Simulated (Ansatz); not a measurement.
# CoSi: the cost of one run

Method: DFT PBE+D3(BJ), scalar-relativistic, plane waves, PAW, in Ansatz 0.2.0.

### Step 1. The starting structure

Symmetry: P2_13, No. 198, cubic system. The conventional cell has a = 4.438 Å, b = 4.438 Å, c = 4.438 Å, α = 90.00°, β = 90.00°, γ = 90.00°. Around Co (site symmetry 3) lie 7 Si at 2.28 to 2.47 Å. Si (site symmetry 3) has 7 Co at 2.28 to 2.47 Å in its first shell of neighbours.

Structure file:

```cif
data_structure
_symmetry_space_group_name_H-M 'P2_13'
_symmetry_Int_Tables_number 198
_cell_length_a 4.4380
_cell_length_b 4.4380
_cell_length_c 4.4380
_cell_angle_alpha 90.000
_cell_angle_beta 90.000
_cell_angle_gamma 90.000
_cell_volume 87.41
loop_
_atom_site_label
_atom_site_type_symbol
_atom_site_symmetry_multiplicity
_atom_site_Wyckoff_symbol
_atom_site_fract_x
_atom_site_fract_y
_atom_site_fract_z
_atom_site_occupancy
Co1 Co 4 a 0.14000 0.14000 0.14000 1
Si1 Si 4 a 0.84300 0.84300 0.84300 1
```

### Step 2. Relaxing cell and atoms: CoSi, no spin

Contents of input.yaml:

```yaml
crystal:
  lattice:
    - [4.438, 0.0, 0.0]
    - [0.0, 4.438, 0.0]
    - [0.0, 0.0, 4.438]
  atoms:
    - { symbol: Co, position: [0.14, 0.14, 0.14] }
    - { symbol: Co, position: [0.36, 0.86, 0.64] }
    - { symbol: Co, position: [0.64, 0.36, 0.86] }
    - { symbol: Co, position: [0.86, 0.64, 0.36] }
    - { symbol: Si, position: [0.843, 0.843, 0.843] }
    - { symbol: Si, position: [0.657, 0.157, 0.343] }
    - { symbol: Si, position: [0.343, 0.657, 0.157] }
    - { symbol: Si, position: [0.157, 0.343, 0.657] }
scf:
  occupations: { method: gaussian, width: 0.02 }
output:
  forces: true
  stress: true
  eigenvalues: true
hamiltonian:
  xc: pbe
  dispersion: d3bj
kpoints:
  mp_grid: { grid: [10, 10, 10] }
relax:
  f_tol: 0.002
  max_steps: 60
  cell: { stress_tol: 0.03 }
```

Started as:

```sh
$ ansatz run input.yaml --threads 8 --pin off --max-ram 16384MiB --backend cpu --events-out ev --progress --plain --runs-dir out
```

**Question.** How long does this run take on 8 threads of Intel Xeon 6975P-C (Granite Rapids), shared host, and how much memory does it need?

About 15 s, with a peak of 0.7 GiB.
